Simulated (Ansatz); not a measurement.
**GaH2Cl (SMILES [Cl][GaH2]): single points off equilibrium**

The task here is to estimate one member of a computed series from the others.

Program: Ansatz 0.2.0, Gaussian basis. Level of theory: single points in def2-TZVPP. These are calculated values, not measurements.

Cores are frozen in the correlated methods. Filled d shells of the heavier atoms are correlated.

## The system as given

SMILES `[Cl][GaH2]`, 4 atoms, charge 0, spin multiplicity 1.

Atoms are counted from 1 here; the program's logs count them from 0.

Bond lengths: Cl1–Ga2 2.068 Å, Ga2–H3 1.573 Å, Ga2–H4 1.517 Å. Angles: Cl1–Ga2–H3 122.7°, Cl1–Ga2–H4 121.9°, H3–Ga2–H4 115.4°.

Coordinates:

```
Cl   -1.7043    0.5000   -0.8110
Ga    0.1059   -0.0338    0.0351
H     0.6867   -1.4933   -0.0507
H     0.9705    0.9679    0.7770
```

The first run:

Contents of run/in.yaml:

```yaml
crystal:
  periodic: [false, false, false]
  atoms:
    - {symbol: Cl, position_ang: [-1.704300, 0.500000, -0.811000]}
    - {symbol: Ga, position_ang: [0.105900, -0.033800, 0.035100]}
    - {symbol: H, position_ang: [0.686700, -1.493300, -0.050700]}
    - {symbol: H, position_ang: [0.970500, 0.967900, 0.777000]}
basis:
  gaussian: {orbitals: def2-TZVPP}
correlation: {method: ccsd_t}
output: {forces: true}
```

No record of the launch command was kept for these runs.

Among the steps run: CCSD(T)/def2-TZVPP; PBE0-D4/def2-TZVPP; wB97M-V/def2-TZVPP; r2SCAN-D4/def2-TZVPP; PBE-D4/def2-TZVPP; r2SCAN0-D4/def2-TZVPP; BLYP-D4/def2-TZVPP.

One table of the session follows, with a row left open; its other results are not shown here.

```
    method  RMS force component (eV/Å)  angle to CCSD(T) forces (°)  dipole (D)
   CCSD(T)                       0.701                    reference        1.00
   PBE0-D4                       0.651                          4.7        1.06
   wB97M-V                       0.685                          1.7        1.05
 r2SCAN-D4                           ?                            ?           ?
    PBE-D4                       0.713                          7.5        0.95
r2SCAN0-D4                       0.622                          5.2        1.09
   BLYP-D4                       0.822                          7.7        0.92
```

Estimate the missing values for r2SCAN-D4.

**Answer.** RMS force component (eV/Å): 0.646; angle to CCSD(T) forces (°): 3.0; dipole (D): 1.02. In the column «RMS force component (eV/Å)» it lies between r2SCAN0-D4 (0.622) and PBE0-D4 (0.651).

Caveats from the session: CCSD(T) in triple zeta still lacks some correlation energy of the bonds, so part of these gaps is its own basis error and they don't rank the functionals.
